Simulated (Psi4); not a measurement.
# InNH2Cl (SMILES [NH2][In][Cl]): a chain of runs

Aim: a geometry optimisation (UMP2/def2-SVP), then vibrational wavenumbers of InNH2Cl. 

Program for the calculation: Psi4 1.11.

### 1 The molecule

InNH2Cl has 5 atoms, charge 0, and is taken as a doublet. SMILES: `[NH2][In][Cl]`. Geometry: relaxed at PBE0-D4/def2-TZVP. This is one conformer, not always the lowest. The run starts from this shape.

Bond lengths: N1–In2 2.072 Å, In2–Cl3 2.369 Å, N1–H4 1.015 Å, N1–H5 1.017 Å. Angles: N1–In2–Cl3 113.1°, In2–N1–H4 113.0°, In2–N1–H5 110.3°, H4–N1–H5 107.4°.

### 2 A geometry optimisation at UMP2/def2-SVP (density fitting, core potential, density fitting for correlation) (run 1)

The input, clh2inn.xyz:

```xyz
5
ClH2InN
N     -0.142600     0.808600    -0.493900
In    -0.411600    -1.217800    -0.153300
Cl     1.391500    -2.211500     1.018700
H     -0.999700     1.283800    -0.756700
H      0.212300     1.263200     0.343800
```

The input, clh2inn.py:

```python
import psi4

psi4.set_memory(1600000000)
psi4.set_num_threads(1)
psi4.set_output_file('clh2inn.out', False)

with open('clh2inn.xyz') as f:
    atoms = ''.join(f.readlines()[2:])
molecule = psi4.geometry('0 2\n' + atoms + '')

options = {'basis': 'def2-SVP', 'reference': 'uhf', 'geom_maxiter': 60, 'num_frozen_docc': 10}
psi4.set_options(options)

result = psi4.optimize("mp2")
print(f'mp2 energy: {result:.10f} Eh')
print(molecule.to_string(dtype='xyz', units='Angstrom'))
for k, v in sorted(psi4.core.scalar_variables().items()):
    print(f'{k:45s} {v:18.10f}')
```

The run is started by

```bash
$ python clh2inn.py
```

clh2inn.out:

```text
Psi4 1.11 release

gradient() will perform analytic gradient computation.
    For method 'MP2', SCF Algorithm Type (re)set to DISK_DF.

   => Loading Basis Set <=

    Name: DEF2-SVP
    Role: ORBITAL
    Keyword: BASIS

    !!!  WARNING: ECP capability is in beta. Please check occupations closely.  !!!

         ---------------------------------------------------------
                                   SCF
                              UHF Reference
                        1 Threads,   1525 MiB Core
         ---------------------------------------------------------

  ==> Geometry <==

    Molecular point group: c1
    Full point group: C1

    Geometry (in Angstrom), charge = 0, multiplicity = 2:

       Center              X                  Y                   Z               Mass
    ------------   -----------------  -----------------  -----------------  -----------------
         N           -0.134005960144     2.034544667473    -0.558253865425    14.003074004430
         IN          -0.403005960144     0.008144667473    -0.217653865425   114.903878776000
         CL           1.400094039856    -0.985555332527     0.954346134575    34.968852682000
         H           -0.991105960144     2.509744667473    -0.821053865425     1.007825032230
         H            0.220894039856     2.489144667473     0.279446134575     1.007825032230

  Running in c1 symmetry.

  Rotational constants: A =      0.38023  B =      0.08801  C =      0.07173 [cm^-1]
  Rotational constants: A =  11399.05317  B =   2638.53226  C =   2150.39509 [MHz]
  Nuclear repulsion =  154.716518533842446

  Charge       = 0
  Multiplicity = 2
  Electrons    = 47
  Nalpha       = 24
  Nbeta        = 23

  ==> Algorithm <==

  SCF Algorithm Type is DISK_DF.
  DIIS enabled.
  MOM disabled.
  Fractional occupation disabled.
  Guess Type is SAD.
  Energy threshold   = 1.00e-10
  Density threshold  = 1.00e-10
  Integral threshold = 1.00e-12

  ==> Primary Basis <==

  Basis Set: DEF2-SVP
    Blend: DEF2-SVP
    Number of shells: 30
    Number of basis functions: 68
    Number of Cartesian functions: 72
    Spherical Harmonics?: true
    Max angular momentum: 2

  Core potential: DEF2-SVP
    Number of shells: 4
    Number of ECP primitives: 18
    Number of ECP core electrons: 28
    Max angular momentum: 3

   => Loading Basis Set <=

    Name: (DEF2-SVP AUX)
    Role: JKFIT
    Keyword: DF_BASIS_SCF

  ==> Integral Setup <==

  ==> DiskDFJK: Density-Fitted J/K Matrices <==

    J tasked:                  Yes
    K tasked:                  Yes
    wK tasked:                  No
    Integrals threads:           1
    Memory [MiB]:             1144
    Algorithm:                Core
    Integral Cache:           SAVE
    Schwarz Cutoff:          1E-12
    Fitting Condition:       1E-10

   => Auxiliary Basis Set <=

  Basis Set: (DEF2-SVP AUX)
    Blend: DEF2-UNIVERSAL-JKFIT
    Number of shells: 121
    Number of basis functions: 459
    Number of Cartesian functions: 597
    Spherical Harmonics?: true
    Max angular momentum: 5

  Minimum eigenvalue in the overlap matrix is 2.3541389250E-02.
  Reciprocal condition number of the overlap matrix is 5.0855939185E-03.
    Using symmetric orthogonalization.

  ==> Pre-Iterations <==

  SCF Guess: Superposition of Atomic Densities via on-the-fly atomic UHF (no occupation information).

   -------------------------
    Irrep   Nso     Nmo
   -------------------------
     A         68      68
   -------------------------
    Total      68      68
   -------------------------

  ==> Iterations <==

                           Total Energy        Delta E     RMS |[F,P]|

   @DF-UHF iter SAD:  -702.46536022861176   -7.02465e+02   0.00000e+00
   @DF-UHF iter   1:  -704.00547279162970   -1.54011e+00   8.10799e-03 DIIS/ADIIS
   @DF-UHF iter   2:  -704.10800830070571   -1.02536e-01   5.45833e-03 DIIS/ADIIS
   @DF-UHF iter   3:  -704.17105337244232   -6.30451e-02   6.79222e-04 DIIS/ADIIS
   @DF-UHF iter   4:  -704.17333249242927   -2.27912e-03   2.82064e-04 DIIS/ADIIS
   @DF-UHF iter   5:  -704.17400408103322   -6.71589e-04   1.27038e-04 DIIS/ADIIS
   @DF-UHF iter   6:  -704.17422956065434   -2.25480e-04   8.20046e-05 DIIS
   @DF-UHF iter   7:  -704.17436864582169   -1.39085e-04   5.30092e-05 DIIS
   @DF-UHF iter   8:  -704.17444932256205   -8.06767e-05   2.85137e-05 DIIS
   @DF-UHF iter   9:  -704.17447539465650   -2.60721e-05   7.77457e-06 DIIS
   @DF-UHF iter  10:  -704.17447657686751   -1.18221e-06   3.33925e-06 DIIS
   @DF-UHF iter  11:  -704.17447676644406   -1.89577e-07   1.34805e-06 DIIS
   @DF-UHF iter  12:  -704.17447679654674   -3.01027e-08   4.35423e-07 DIIS
   @DF-UHF iter  13:  -704.17447679915006   -2.60331e-09   1.55818e-07 DIIS
   @DF-UHF iter  14:  -704.17447679951431   -3.64253e-10   5.90870e-08 DIIS
   @DF-UHF iter  15:  -704.17447679957365   -5.93445e-11   2.71535e-08 DIIS
   @DF-UHF iter  16:  -704.17447679958764   -1.39835e-11   1.15752e-08 DIIS
   @DF-UHF iter  17:  -704.17447679959002   -2.38742e-12   4.83976e-09 DIIS
   @DF-UHF iter  18:  -704.17447679959025   -2.27374e-13   1.62677e-09 DIIS
   @DF-UHF iter  19:  -704.17447679958991    3.41061e-13   6.89537e-10 DIIS
   @DF-UHF iter  20:  -704.17447679958968    2.27374e-13   4.15759e-10 DIIS
   @DF-UHF iter  21:  -704.17447679958957    1.13687e-13   2.34117e-10 DIIS
   @DF-UHF iter  22:  -704.17447679959014   -5.68434e-13   7.82910e-11 DIIS
  Energy and wave function converged.

  ==> Post-Iterations <==

   @Spin Contamination Metric:   2.044981325E-02
[... 51 lines left out ...]
    Nuclear Repulsion Energy =            154.7165185338424465
[... 70 lines left out ...]
  DIE_IF_NOT_CONVERGED          => (empty)
[... 85 lines left out ...]
  R_CONVERGENCE                 => (empty)
[... 54 lines left out ...]
	DF-MP2 Total Energy (a.u.)         :  -704.54754110516399
[... 203 lines left out ...]
   @DF-UHF iter   0:  -704.16971058952163   -7.04170e+02   8.91612e-04
[... 6 lines left out ...]
   @DF-UHF iter   7:  -704.17473179149738   -1.15027e-06   3.87246e-06 DIIS
[... 6 lines left out ...]
   @DF-UHF iter  14:  -704.17473230742144   -4.77485e-12   7.27847e-09 DIIS
[... 6 lines left out ...]
  Energy and wave function converged.
[... 16 lines left out ...]
  @DF-UHF Final Energy:  -704.17473230742246
[... 32 lines left out ...]
 Dipole Z            :        -15.3132427           14.9987056           -0.3145371
[... 126 lines left out ...]
  RMS_MOGRAD_CONVERGENCE        => (empty)
[... 53 lines left out ...]
	DF-SCS(N)-MP2 Total Energy (a.u.)  :  -704.34909309498175
[... 172 lines left out ...]
   @DF-UHF iter   0:  -704.17863772152475   -7.04179e+02   8.49928e-04
[... 6 lines left out ...]
   @DF-UHF iter   7:  -704.17509419173962   -1.04533e-06   3.43803e-06 DIIS
[... 6 lines left out ...]
   @DF-UHF iter  14:  -704.17509456730522   -2.38742e-12   4.61928e-09 DIIS
[... 9 lines left out ...]
   @Spin Contamination Metric:   1.394202688E-02
[... 16 lines left out ...]
    Nuclear Repulsion Energy =            154.5260558297574676
[... 70 lines left out ...]
  DIE_IF_NOT_CONVERGED          => (empty)
[... 85 lines left out ...]
  R_CONVERGENCE                 => (empty)
[... 54 lines left out ...]
	DF-MP2 Total Energy (a.u.)         :  -704.54821327238119
[... 171 lines left out ...]
   @DF-UHF iter   1:  -704.17530684523172    4.17476e-03   5.94652e-05 DIIS
[... 6 lines left out ...]
   @DF-UHF iter   8:  -704.17532816051448   -1.63326e-08   4.21141e-07 DIIS
[... 6 lines left out ...]
   @DF-UHF iter  15:  -704.17532816534299   -3.41061e-13   6.10797e-10 DIIS
[... 9 lines left out ...]
   @S^2 Observed:                7.628818742E-01
[... 16 lines left out ...]
    Two-Electron Energy =                 495.6863419777168929
[... 95 lines left out ...]
  LS_THC_WEIGHTS_TOLERANCE      => (empty)
[... 75 lines left out ...]
	For this residual convergence, default PCG convergence is:     1.00e-07
[... 127 lines left out ...]
	Measures of convergence in internal coordinates in au.
[... 83 lines left out ...]
   @DF-UHF iter   3:  -704.17550277487055   -3.89604e-06   1.38084e-05 DIIS
[... 6 lines left out ...]
   @DF-UHF iter  10:  -704.17550477621182   -2.64095e-10   3.25555e-08 DIIS
[... 6 lines left out ...]
   @DF-UHF iter  17:  -704.17550477623047   -6.82121e-13   5.28883e-11 DIIS
[... 10 lines left out ...]
    Final Occupation by Irrep:
[... 38 lines left out ...]
 Dipole Y            :         -4.9949822            5.4477236            0.4527414
[... 104 lines left out ...]
  PCG_CONVERGENCE               => (empty)
[... 75 lines left out ...]
	DF-SOS-MP2 Total Energy (a.u.)     :  -704.53141566871739
[... 171 lines left out ...]
                           Total Energy        Delta E     RMS |[F,P]|
[... 7 lines left out ...]
   @DF-UHF iter   6:  -704.17553147690410   -4.28755e-08   7.30786e-07 DIIS
[... 6 lines left out ...]
   @DF-UHF iter  13:  -704.17553149315222   -7.95808e-13   9.31949e-10 DIIS
[... 9 lines left out ...]
   @S^2 Observed:                7.618511351E-01
[... 16 lines left out ...]
    Two-Electron Energy =                 495.7891507344710362
[... 95 lines left out ...]
  LS_THC_WEIGHTS_TOLERANCE      => (empty)
[... 75 lines left out ...]
	For this residual convergence, default PCG convergence is:     1.00e-07
[... 127 lines left out ...]
	Measures of convergence in internal coordinates in au.
[... 83 lines left out ...]
   @DF-UHF iter   3:  -704.17554180358366   -5.03833e-08   1.42471e-06 DIIS
[... 6 lines left out ...]
   @DF-UHF iter  10:  -704.17554183877360   -8.98126e-12   6.55990e-09 DIIS
[... 9 lines left out ...]
   @Spin Contamination Metric:   1.174123409E-02
[... 51 lines left out ...]
    Nuclear Repulsion Energy =            154.7094240655819135
[... 70 lines left out ...]
  DIE_IF_NOT_CONVERGED          => (empty)
[... 85 lines left out ...]
  R_CONVERGENCE                 => (empty)
[... 15 lines left out ...]
	Warning: cc_lambda option is changed to TRUE
	For this residual convergence, default PCG convergence is:     1.00e-07
	For this energy convergence, default residual convergence is:     3.16e-07

 ==============================================================================
 ==============================================================================
 ==============================================================================

                       DF-MP2

 ==============================================================================
 ==============================================================================
 ==============================================================================

	MO spaces...

	 FC   AOCC   BOCC  AVIR   BVIR   FV
	------------------------------------------
	 10    14    13    44     45     0
	Reading DF integrals from disk ...
	Number of basis functions in the DF-HF basis: 459
	Number of basis functions in the DF-CC basis: 252

	Minimum required memory for amplitudes:      8.69 MB

	Computing DF-MP2 energy using SCF MOs (Canonical DF-MP2)...
	=======================================================================
	Nuclear Repulsion Energy (a.u.)    :   154.70942406558191
	DF-HF Energy (a.u.)                :  -704.17554183877508
	REF Energy (a.u.)                  :  -704.17554183877508
	Alpha-Alpha Contribution (a.u.)    :    -0.05105273791825
	Alpha-Beta Contribution (a.u.)     :    -0.27374750936061
	Beta-Beta Contribution (a.u.)      :    -0.04797368241266
	Scaled_SS Correlation Energy (a.u.):    -0.03300880677697
	Scaled_OS Correlation Energy (a.u.):    -0.32849701123273
	DF-SCS-MP2 Total Energy (a.u.)     :  -704.53704765678469
	DF-SOS-MP2 Total Energy (a.u.)     :  -704.53141360094389
	DF-SCS(N)-MP2 Total Energy (a.u.)  :  -704.34982833855747
	DF-MP2 Correlation Energy (a.u.)   :    -0.37277392969152
	DF-MP2 Total Energy (a.u.)         :  -704.54831576846664
	=======================================================================

	Computing unrelaxed response density matrices...

	Forming independent-pairs...
	Number of alpha independent-pairs:1056
	Number of beta independent-pairs :1035
	Computing the generalized Fock matrix (GFM)...
	Computing the orbital gradient...
	Forming effective orbital gradient...
	Solving orbital Z-vector equations...

	            PCG Solver
	   ------------------------------
	Iter     RMS Z Vector        RMS Residual
	----    ---------------    ---------------
	  1         8.60e-04         3.81e-04
	  2         2.30e-04         2.28e-04
	  3         1.91e-04         1.41e-04
[... 8 lines of this table left out ...]
	 12         6.95e-08         4.72e-08

	Computing the relaxed PDMs and GFM...

	total time  =          1 seconds =       0.02 minutes

	Forming Gamma^tilde...
	Backtransforming OPDM, TPDM, and GFM to the AO basis...

	total time  =          0 seconds =       0.00 minutes
    Molecular point group: c1
    Full point group: C1

    Geometry (in Bohr), charge = 0, multiplicity = 2:

       Center              X                  Y                   Z
    ------------   -----------------  -----------------  -----------------
         N           -0.404324495784     3.838299675119    -0.892138703035
         IN          -0.720229104308     0.004679821170    -0.480692782178
         CL           2.570570429978    -1.829881472522     1.963126849360
         H           -1.964817156841     4.829102271605    -1.423141555408
         H            0.505243223930     4.798691563206     0.508157198820

  -Total gradient:
     Atom            X                  Y                   Z
    ------   -----------------  -----------------  -----------------
       1        0.000019002736    -0.000018276279    -0.000030981168
       2        0.000025647559     0.000038462268     0.000019819818
       3       -0.000013840968    -0.000022031483    -0.000006148113
       4       -0.000015173582    -0.000010562728     0.000013743665
       5       -0.000015635745     0.000012408222     0.000003565799

    			-----------------------------------------

    			 OPTKING 3.0: for geometry optimizations

    			        with contributions from

    			-----------------------------------------

	                            ===> Fragment 1 <==

	 Z (Atomic Numbers)          Masses                          Geom
	       7.000000            14.003074         -0.40432450  3.83829968 -0.89213870
	      49.000000            114.903879        -0.72022910  0.00467982 -0.48069278
	      17.000000            34.968853          2.57057043 -1.82988147  1.96312685
	       1.000000             1.007825         -1.96481716  4.82910227 -1.42314156
	       1.000000             1.007825          0.50524322  4.79869156  0.50815720

	 - Coordinate -           - BOHR/RAD -       - ANG/DEG -
	 R(1,2)           =         3.868556           2.047152
	 R(1,4)           =         1.923224           1.017726
	 R(1,5)           =         1.926264           1.019335
[... 6 lines of this table left out ...]
	 D(3,2,1,5)       =        -0.483786         -27.718888

	        --- Internal Coordinate Step in ANG or DEG, aJ/ANG or AJ/DEG ---
	-------------------------------------------------------------------------------
	           Coordinate      Previous         Force          Change          New
	           ----------      --------        ------          ------        ------
	               R(1,2)       2.04715        0.00013       -0.00009       2.04706
	               R(1,4)       1.01773       -0.00003       -0.00001       1.01771
	               R(1,5)       1.01934       -0.00001       -0.00001       1.01932
[... 6 lines of this table left out ...]
	           D(3,2,1,5)     -27.71889        0.00000        0.09079     -27.62810
	-------------------------------------------------------------------------------

	                                 ==> Convergence Check <==

	Measures of convergence in internal coordinates in au.

	Criteria marked as inactive (o), active & met (*), and active & unmet ( ).

	----------------------------------------------------------------------------------------------
	   Step    Total Energy     Delta E     Max Force     RMS Force      Max Disp      RMS Disp
	----------------------------------------------------------------------------------------------
	  Convergence Criteria     1.00e-06 *    3.00e-04 *             o    1.20e-03 *             o
	----------------------------------------------------------------------------------------------
	     7    -704.54831577   -4.68e-07 *    1.18e-04 *    4.13e-05 o    1.58e-03      7.34e-04 o  ~
	----------------------------------------------------------------------------------------------

Next Geometry in Ang
	Fragment 1 (Ang)

	    N  -0.2144406905   2.0307882994  -0.4714977185
	   In  -0.3814142084   0.0021003425  -0.2547194661
	   Cl   1.3603776062  -0.9676519843   1.0388367989
	    H  -1.0394386614   2.5558331346  -0.7533549528
	    H   0.2677418442   2.5390248913   0.2689173230

    Final optimized geometry and variables:
    Molecular point group: c1
    Full point group: C1

    Geometry (in Angstrom), charge = 0, multiplicity = 2:

    N           -0.213959308885     2.031140715795    -0.472099470403
    IN          -0.381128828461     0.002476454713    -0.254371665662
    CL           1.360287289966    -0.968331573486     1.038841990336
    H           -1.039736462534     2.555450870128    -0.753094078679
    H            0.267363199949     2.539358216283     0.268905209054

[set-up sections that repeat, and orbital energies of the middle runs, are left out above]
```

Standard output:

```text
Optimizer: Optimization complete!
mp2 energy: -704.5483157685 Eh
5
0 2 ClH2InN
N                    -0.213959308885     2.031140715795    -0.472099470403
In                   -0.381128828461     0.002476454713    -0.254371665662
Cl                    1.360287289966    -0.968331573486     1.038841990336
H                    -1.039736462534     2.555450870128    -0.753094078679
H                     0.267363199949     2.539358216283     0.268905209054

CURRENT CORRELATION ENERGY                         -0.3727739297
CURRENT ENERGY                                   -704.5483157685
CURRENT REFERENCE ENERGY                         -704.1755418388
DD SOLVATION ENERGY                                 0.0000000000
HF KINETIC ENERGY                                 588.2389482253
HF POTENTIAL ENERGY                             -1292.4144900640
HF TOTAL ENERGY                                  -704.1755418388
HF VIRIAL RATIO                                     2.1970909848
MP2 CORRELATION ENERGY                             -0.3727739297
MP2 DOUBLES ENERGY                                 -0.3727739297
MP2 OPPOSITE-SPIN CORRELATION ENERGY               -0.2737475094
MP2 SAME-SPIN CORRELATION ENERGY                   -0.0990264203
MP2 SINGLES ENERGY                                  0.0000000000
MP2 TOTAL ENERGY                                 -704.5483157685
NUCLEAR REPULSION ENERGY                          154.7094240656
ONE-ELECTRON ENERGY                             -1354.6879385947
OPTIMIZATION ITERATIONS                             7.0000000000
PCM POLARIZATION ENERGY                             0.0000000000
PE ENERGY                                           0.0000000000
SCF ITERATION ENERGY                             -704.1755418388
SCF ITERATIONS                                     15.0000000000
SCF TOTAL ENERGY                                 -704.1755418388
SCS(N)-MP2 CORRELATION ENERGY                      -0.1742864998
SCS(N)-MP2 TOTAL ENERGY                          -704.3498283386
SCS-MP2 CORRELATION ENERGY                         -0.3615058180
SCS-MP2 TOTAL ENERGY                             -704.5370476568
SOS-MP2 CORRELATION ENERGY                         -0.3558717622
SOS-MP2 TOTAL ENERGY                             -704.5314136009
TWO-ELECTRON ENERGY                               495.8029726904
```

It took 21 s on 1 thread of Intel Xeon 6975P-C (Granite Rapids), shared host; peak memory 0.68 GiB.

Steps, from the record of the run:

```csv
step,energy from the first frame kept (eV),largest force (eV/Å)
0,0.0000,0.5024
1,-0.0125,0.2086
2,-0.0183,0.1508
3,-0.0201,0.0733
4,-0.0210,0.0163
5,-0.0211,0.0065
6,-0.0211,0.0026
```

After the run. Bond lengths: N1–In2 2.047 Å, In2–Cl3 2.376 Å, N1–H4 1.018 Å, N1–H5 1.019 Å. Angles: N1–In2–Cl3 113.8°, In2–N1–H4 118.3°, In2–N1–H5 117.1°, H4–N1–H5 109.1°.

[end of part 1 of 2]
